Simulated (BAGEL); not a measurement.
**CH5GaO (SMILES [CH3][GaH][OH]) at HF/3-21G (density fitting with qzvpp-jkfit)**

Aim: the vertical ionisation energy of CH5GaO at HF/3-21G (density fitting with qzvpp-jkfit), from 2 runs. 

The results are computed with BAGEL 1.2.2.

2 further runs of the same task are left out: 1 that didn't finish, 1 set aside as unsound or not needed. Runs told in other sessions of the task aren't counted.

## 1. The system as given

CH5GaO: 8 atoms, total charge 0, spin state singlet. As SMILES, `[CH3][GaH][OH]`. The shape comes from GFN2-xTB, which is rough for such elements, and wasn't checked as a minimum. This is one conformer, not always the lowest.

Bond lengths: C1–Ga2 2.020 Å, Ga2–O3 1.716 Å, C1–H4 1.090 Å, C1–H5 1.092 Å, C1–H6 1.091 Å, Ga2–H7 1.565 Å, O3–H8 0.952 Å. Angles: C1–Ga2–O3 113.3°, C1–Ga2–H7 130.6°, O3–Ga2–H7 116.2°, Ga2–C1–H4 112.8°, Ga2–C1–H5 107.3°, Ga2–C1–H6 110.3°, Ga2–O3–H8 148.7°, H4–C1–H5 109.6°, H4–C1–H6 108.3°, H5–C1–H6 108.4°.

## 2. The energy at HF/3-21G (density fitting with qzvpp-jkfit)

job.json reads:

```json
{ "bagel" : [

{
  "title" : "molecule",
  "basis" : "3-21g",
  "df_basis" : "qzvpp-jkfit",
  "angstrom" : true,
  "geometry" : [
    { "atom" : "C", "xyz" : [      -0.795440,       0.943740,      -0.418960 ] },
    { "atom" : "Ga", "xyz" : [       0.781230,      -0.258110,      -0.029210 ] },
    { "atom" : "O", "xyz" : [       0.386530,      -1.586970,       0.981740 ] },
    { "atom" : "H", "xyz" : [      -0.506800,       1.982800,      -0.576170 ] },
    { "atom" : "H", "xyz" : [      -1.474040,       0.876310,       0.433320 ] },
    { "atom" : "H", "xyz" : [      -1.324680,       0.597280,      -1.308140 ] },
    { "atom" : "H", "xyz" : [       2.271490,      -0.167390,      -0.499100 ] },
    { "atom" : "H", "xyz" : [       0.661710,      -2.387640,       1.416530 ] }
  ]
},

{ "title" : "hf" },

{ "title" : "print", "file" : "orbitals.molden", "orbitals" : true }

]}
```

Started as:

```console
$ BAGEL_NUM_THREADS=1 BAGEL job.json > job.out
```

The log of the run:

```text
* using 1 threads per process

  ===============================================================
  ===============================================================

  *** Geometry ***

  { "atom" : "C", "xyz" : [     -1.503164,      1.783410,     -0.791720 ] },
  { "atom" : "Ga", "xyz" : [      1.476311,     -0.487757,     -0.055199 ] },
  { "atom" : "O", "xyz" : [      0.730436,     -2.998939,      1.855220 ] },
  { "atom" : "H", "xyz" : [     -0.957713,      3.746949,     -1.088804 ] },
  { "atom" : "H", "xyz" : [     -2.785532,      1.655986,      0.818856 ] },
  { "atom" : "H", "xyz" : [     -2.503282,      1.128696,     -2.472026 ] },
  { "atom" : "H", "xyz" : [      4.292494,     -0.316321,     -0.943162 ] },
  { "atom" : "H", "xyz" : [      1.250451,     -4.511986,      2.676854 ] },

  Number of auxiliary basis functions:      508

  Since a DF basis is specified, we compute 2- and 3-index integrals:
    o Being stored without compression. Storage requirement is 0.010 GB

  Number of basis functions:       50
  Number of electrons      :       50

    * METHOD: MOLECULE                             0.33

  *** RHF ***

  === Nuclear Repulsion ===
   190.9441355897

      * DIIS with orbital gradients will be used.

  === RHF iteration (3-21g) ===
      0      -2028.71678543          0.03056404           0.06
      1      -2028.82973834          0.01822624           0.06
      2      -2028.88418253          0.00176685           0.06
      3      -2028.88503891          0.00054865           0.06
      4      -2028.88511459          0.00006966           0.06
      5      -2028.88511732          0.00001452           0.06
      6      -2028.88511744          0.00000269           0.06
      7      -2028.88511745          0.00000054           0.06
      8      -2028.88511745          0.00000026           0.06
      9      -2028.88511745          0.00000006           0.06
     10      -2028.88511745          0.00000002           0.06
     11      -2028.88511745          0.00000001           0.06
    * SCF iteration converged.

    * Permanent dipole moment:
           (   -0.259647,     0.162342,    -0.003886) a.u.

    * METHOD: HF                                   0.96

    * METHOD: PRINT                                0.01

  ===============================================================
```

It took 1.5 s on 1 thread of Arm Neoverse N1, shared host; peak memory 0.087 GiB.

## 3. The doublet cation

input.json reads:

```json
{ "bagel": [

{
  "title": "molecule",
  "basis": "3-21g",
  "df_basis": "qzvpp-jkfit",
  "angstrom": true,
  "geometry": [
    { "atom": "C", "xyz": [   -0.795440,    0.943740,   -0.418960 ] },
    { "atom": "Ga", "xyz": [    0.781230,   -0.258110,   -0.029210 ] },
    { "atom": "O", "xyz": [    0.386530,   -1.586970,    0.981740 ] },
    { "atom": "H", "xyz": [   -0.506800,    1.982800,   -0.576170 ] },
    { "atom": "H", "xyz": [   -1.474040,    0.876310,    0.433320 ] },
    { "atom": "H", "xyz": [   -1.324680,    0.597280,   -1.308140 ] },
    { "atom": "H", "xyz": [    2.271490,   -0.167390,   -0.499100 ] },
    { "atom": "H", "xyz": [    0.661710,   -2.387640,    1.416530 ] }
  ]
},
{ "title": "uhf", "charge": 1, "nopen": 1 },
{ "title": "print", "file": "orbitals.molden", "orbitals": true }

]}
```

Started as:

```console
$ BAGEL_NUM_THREADS=1 BAGEL input.json > input.out
```

The log of the run:

```text
* using 1 threads per process

  ===============================================================
  ===============================================================

  *** Geometry ***

  { "atom" : "C", "xyz" : [     -1.503164,      1.783410,     -0.791720 ] },
  { "atom" : "Ga", "xyz" : [      1.476311,     -0.487757,     -0.055199 ] },
  { "atom" : "O", "xyz" : [      0.730436,     -2.998939,      1.855220 ] },
  { "atom" : "H", "xyz" : [     -0.957713,      3.746949,     -1.088804 ] },
  { "atom" : "H", "xyz" : [     -2.785532,      1.655986,      0.818856 ] },
  { "atom" : "H", "xyz" : [     -2.503282,      1.128696,     -2.472026 ] },
  { "atom" : "H", "xyz" : [      4.292494,     -0.316321,     -0.943162 ] },
  { "atom" : "H", "xyz" : [      1.250451,     -4.511986,      2.676854 ] },

  Number of auxiliary basis functions:      508

  Since a DF basis is specified, we compute 2- and 3-index integrals:
    o Being stored without compression. Storage requirement is 0.010 GB

  Number of basis functions:       50
  Number of electrons      :       50

    * METHOD: MOLECULE                             0.34

  *** Open-shell HF ***

  === Nuclear Repulsion ===
   190.9441355897

      * DIIS with orbital gradients will be used.

  === UHF iteration (3-21g) ===
      0      -2028.36883831          0.05622548           0.12
      1      -2028.45081972          0.04657269           0.12
      2      -2028.49338271          0.03502873           0.12
      3      -2028.54124931          0.00155584           0.12
      4      -2028.54212067          0.00064455           0.12
      5      -2028.54241509          0.00041119           0.12
      6      -2028.54256724          0.00031448           0.12
      7      -2028.54267636          0.00015445           0.12
      8      -2028.54270932          0.00009190           0.12
      9      -2028.54272242          0.00005734           0.12
     10      -2028.54272684          0.00005202           0.12
     11      -2028.54273150          0.00003273           0.12
     12      -2028.54273381          0.00001542           0.12
     13      -2028.54273393          0.00001062           0.12
     14      -2028.54273407          0.00000513           0.12
     15      -2028.54273411          0.00000301           0.12
     16      -2028.54273413          0.00000109           0.12
     17      -2028.54273413          0.00000078           0.12
     18      -2028.54273413          0.00000030           0.12
     19      -2028.54273413          0.00000014           0.12
     20      -2028.54273413          0.00000009           0.12
     21      -2028.54273413          0.00000004           0.12
     22      -2028.54273413          0.00000002           0.12
     23      -2028.54273413          0.00000001           0.12
     24      -2028.54273413          0.00000000           0.12
    * SCF iteration converged.

    * S^2 (UHF) is 0.8115

    * Permanent dipole moment:
           (    0.146733,    -0.817999,     0.554607) a.u.

    * METHOD: UHF                                  3.22

    * METHOD: PRINT                                0.01

  ===============================================================
```

Run time: 3.9 s. Hardware: 1 thread of Arm Neoverse N1, shared host; peak memory 0.087 GiB.

## 4. Summary of results

At HF/3-21G (density fitting with qzvpp-jkfit):

```
                                          quantity           value
                      singlet CH5GaO: total energy  -2028.88512 Eh
                     singlet CH5GaO: dipole moment          0.78 D
                       singlet CH5GaO: HOMO energy       -10.37 eV
                       singlet CH5GaO: LUMO energy         2.38 eV
                     singlet CH5GaO: HOMO–LUMO gap        12.75 eV
                      doublet cation: total energy  -2028.54273 Eh
                              doublet cation: ⟨S²⟩           0.811
vertical ionisation energy (to the doublet cation)        9.317 eV
```

**Reading.** The vertical ionisation energy comes to 9.32 eV (899 kJ/mol). The negative HOMO energy of the first species, 10.37 eV, lies 1.06 eV above that difference.
